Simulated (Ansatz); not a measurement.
# In2CuSe3I: the cost of one run

All numbers below are computed with Ansatz 0.2.0 (DFT PBEsol, plane waves, PAW, scalar-relativistic, no spin polarisation).

## (1) The structure to begin with

The cell holds 28 atoms (Cu4I4In8Se12): a = 14.366 Å, b = 8.460 Å, c = 7.389 Å, α = 90.00°, β = 79.95°, γ = 90.00°.

As a file:

```xyz
28
Lattice="-14.3660 0.0000 0.0000 0.0000 -8.4602 0.0000 -1.2900 0.0000 7.2758" Properties=species:S:1:pos:R:3 pbc="T T T"
In   -2.0170   -2.1150    5.9090
In   -4.5366   -2.1150    0.4584
Cu  -12.3114   -2.1150    4.0915
Se   -7.2489   -2.1150    0.1440
Se  -11.1092   -2.1150    1.9380
Se   -4.6173   -2.1150    5.3043
I   -14.9235   -2.1150    3.5273
In   -9.2000    0.0000    5.9090
In  -11.7196    0.0000    0.4584
Cu   -5.1284    0.0000    4.0915
Se   -0.0660    0.0000    0.1440
Se   -3.9262    0.0000    1.9380
Se  -11.8003    0.0000    5.3043
I    -7.7405    0.0000    3.5273
In   -2.0170   -6.3451    5.9090
In   -4.5366   -6.3451    0.4584
Cu  -12.3114   -6.3451    4.0915
Se   -7.2489   -6.3451    0.1440
Se  -11.1092   -6.3451    1.9380
Se   -4.6173   -6.3451    5.3043
I   -14.9235   -6.3451    3.5273
In   -9.2000   -4.2301    5.9090
In  -11.7196   -4.2301    0.4584
Cu   -5.1284   -4.2301    4.0915
Se   -0.0660   -4.2301    0.1440
Se   -3.9262   -4.2301    1.9380
Se  -11.8003   -4.2301    5.3043
I    -7.7405   -4.2301    3.5273
```

## (2) Run 1

260 steps of 4.5 fs at constant energy, with velocities drawn for 2400 K.

File input.yaml:

```yaml
accuracy: low
crystal:
  lattice:
    - [-14.365977, 0.0, 0.0]
    - [0.0, -8.460174, 0.0]
    - [-1.290017, 0.0, 7.275762]
  atoms:
    - { symbol: In, position: [0.06747, 0.25, 0.812155] }
    - { symbol: In, position: [0.310129, 0.25, 0.062998] }
    - { symbol: Cu, position: [0.806489, 0.25, 0.562341] }
    - { symbol: Se, position: [0.5028135, 0.25, 0.019794] }
    - { symbol: Se, position: [0.7493825, 0.25, 0.266363] }
    - { symbol: Se, position: [0.255941, 0.25, 0.729043] }
    - { symbol: I, position: [0.995275, 0.25, 0.484806] }
    - { symbol: In, position: [0.56747, 0.0, 0.812155] }
    - { symbol: In, position: [0.810129, 0.0, 0.062998] }
    - { symbol: Cu, position: [0.306489, 0.0, 0.562341] }
    - { symbol: Se, position: [0.0028135, 0.0, 0.019794] }
    - { symbol: Se, position: [0.2493825, 0.0, 0.266363] }
    - { symbol: Se, position: [0.755941, 0.0, 0.729043] }
    - { symbol: I, position: [0.495275, 0.0, 0.484806] }
    - { symbol: In, position: [0.06747, 0.75, 0.812155] }
    - { symbol: In, position: [0.310129, 0.75, 0.062998] }
    - { symbol: Cu, position: [0.806489, 0.75, 0.562341] }
    - { symbol: Se, position: [0.5028135, 0.75, 0.019794] }
    - { symbol: Se, position: [0.7493825, 0.75, 0.266363] }
    - { symbol: Se, position: [0.255941, 0.75, 0.729043] }
    - { symbol: I, position: [0.995275, 0.75, 0.484806] }
    - { symbol: In, position: [0.56747, 0.5, 0.812155] }
    - { symbol: In, position: [0.810129, 0.5, 0.062998] }
    - { symbol: Cu, position: [0.306489, 0.5, 0.562341] }
    - { symbol: Se, position: [0.0028135, 0.5, 0.019794] }
    - { symbol: Se, position: [0.2493825, 0.5, 0.266363] }
    - { symbol: Se, position: [0.755941, 0.5, 0.729043] }
    - { symbol: I, position: [0.495275, 0.5, 0.484806] }
basis:
  ecutwfc: 420.0
kpoints:
  mp_grid: { grid: [1, 1, 1] }
hamiltonian:
  xc: pbesol
scf:
  occupations: { method: fermi_dirac, width: 0.05 }
  lower_state_search: "off"
md:
  timestep: 4.5
  n_steps: 260
  ensemble: nve
  temperature: 2400.0
  initial_velocities: maxwell_boltzmann
  seed: 132539
```

Started as:

```
$ ansatz run input.yaml --threads 4 --pin off --max-ram 10240MiB --backend cpu --events-out ev --progress --plain --runs-dir out
```

What time and memory should one allow on 4 threads of Arm Neoverse V1, shared host?

About 22 min, with a peak of 1.2 GiB.
